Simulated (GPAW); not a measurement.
AlN, 4 atoms in the cell. It takes space group P6_3mc (No. 186, hexagonal). Conventional cell: a = 3.110 Å, b = 3.110 Å, c = 4.980 Å, α = 90.00°, β = 90.00°, γ = 120.00°. Al (site symmetry 3m) is surrounded by 4 N at 1.89 to 1.90 Å. N (site symmetry 3m) has 4 Al at 1.89 to 1.90 Å as nearest neighbours. 

- Program: GPAW 26.7.0
- Task: single point
- Functional: GLLB-SC
- Potentials or basis: the program's PAW data sets (release 1.2.1) made for this functional
- Cutoff: 800 eV
- Basis: pw
- k mesh: 7 × 7 × 4
- Occupations: fermi-dirac, width 0.05 eV
- Spin: no spin polarisation
- Maxiter: 150

Potentials or basis: the program's PAW data sets (release 1.2.1) made for this functional, pw.

Command:

```sh
$ OMP_NUM_THREADS=1 python run.py
```

Hardware: 1 thread of Intel(R) Xeon(R) Platinum 8375C CPU @ 2.90GHz (Ice Lake), on a shared host.

Problem. How long does it take, and how much memory?

Solution. It took 46 s on 1 thread of Intel(R) Xeon(R) Platinum 8375C CPU @ 2.90GHz (Ice Lake), with other jobs on the host, peak memory 0.19 GiB. Counts: scf iterations 19.
